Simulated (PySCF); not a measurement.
# C6H12Si: electronic excitations

Wanted: the electronic excitations of C6H12Si (`CCCC#CC[SiH3]`), by calculation.

Programs: PySCF 2.14.0, with density-fitted response routines of our own. Each step states its level of theory. These are calculated values for one molecule in the gas phase, unless marked as measured. Atoms are numbered from 0 throughout.

### 1 The starting structure

19 atoms, charge 0, multiplicity 1; geometry from: GFN2-xTB.

Bonds of the start (Å): C0–C1 1.52, C1–C2 1.53, C2–C3 1.45, C3–C4 1.20, C4–C5 1.44, C5–Si6 1.91, C0–H7 1.09, C0–H8 1.09, C0–H9 1.09, C1–H10 1.09, C1–H11 1.09, C2–H12 1.09, C2–H13 1.09, C5–H14 1.09, C5–H15 1.09, Si6–H16 1.46, Si6–H17 1.46, Si6–H18 1.47.

### 2 Ultraviolet spectrum: PBE0/def2-SVPD

Job settings and geometry (Å):

```
{"job": {"kind": "uv", "xc": "PBE0", "basis": "def2-SVPD", "nstates": 8, "ntriplets": 3}, "charge": 0, "multiplicity": 1}
C     -1.687290     1.598607     0.458882
C     -2.264961     0.451353    -0.359654
C     -1.367179     0.100845    -1.552216
C     -0.079451    -0.399387    -1.107307
C      0.969466    -0.812409    -0.698321
C      2.230415    -1.299757    -0.190097
Si     2.500584    -0.748971     1.619899
H     -0.686699     1.344357     0.802496
H     -1.624662     2.503898    -0.142106
H     -2.311314     1.805399     1.325383
H     -2.372565    -0.430948     0.275415
H     -3.256342     0.724773    -0.728886
H     -1.212774     0.990759    -2.170443
H     -1.854177    -0.660826    -2.169313
H      2.244851    -2.390779    -0.258228
H      3.040648    -0.924548    -0.820900
H      1.422668    -1.275199     2.458260
H      2.507372     0.713435     1.680133
H      3.791607    -1.281351     2.063957
```

Level: TDDFT PBE0/def2-SVPD, vertical, gas phase, core orbitals frozen in the response.

On the command line:

```console
$ OMP_NUM_THREADS=1 python probes_run.py task.json out
```

This one command runs all jobs of the session in turn.

What will the session give for the following? lowest singlet (PBE0/def2-SVPD); brightest single state of those computed; lowest triplet. Wanted: lowest singlet; brightest single state of those computed; lowest triplet.

As calculated:

| quantity | value |
| --- | --- |
| lowest singlet (PBE0/def2-SVPD) | 6.24 eV (199 nm), f = 0.000 |
| brightest single state of those computed | state 4, 6.59 eV, f = 0.072 |
| lowest triplet | 5.36 eV |

The lowest singlet, at 6.24 eV, is HOMO→LUMO 0.95 and is dark; of the 8 states computed, the strongest absorption comes from state 4 at 6.59 eV. The lowest triplet lies 0.88 eV below the lowest singlet (triplets in Tamm-Dancoff, singlets in full TDDFT).
